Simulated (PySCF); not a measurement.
# F4Si: the cost of one run

Computed with PySCF 2.14.0, with density-fitted response routines of our own, on a single molecule in the gas phase. Atoms are numbered from 0 throughout.

## 1. Starting geometry

5 atoms, charge 0, multiplicity 1; geometry from: GFN2-xTB. The atoms were then displaced at random by about 0.03 Å, so the start is not that level's minimum.

Bonds of the start (Å): F0–Si1 1.65, Si1–F2 1.59, Si1–F3 1.50, Si1–F4 1.59.

## 2. Optimising the geometry at PBE0-D3(BJ)/def2-SVP

The job: settings as JSON, then the geometry in Å.

```
{"job": {"xc": "PBE0", "basis": "def2-SVP", "d3": "d3bj", "grid": 1, "shake": 0.03, "kind": "geom"}, "charge": 0, "multiplicity": 1}
F      1.599680    -0.241380     0.264410
Si    -0.014150    -0.012740    -0.012670
F     -0.352880     1.483830    -0.412890
F     -0.702040    -0.369180     1.272770
F     -0.438510    -0.965310    -1.208110
```

Command:

```bash
$ OMP_NUM_THREADS=1 python probes_run.py task.json out
```

One launch serves the whole session: the jobs run in the order shown.

Q: Estimate the wall time and peak memory of this first job on 1 thread of Intel Xeon Platinum 8488C, shared host.

About 13 s, with a peak of 0.31 GiB.
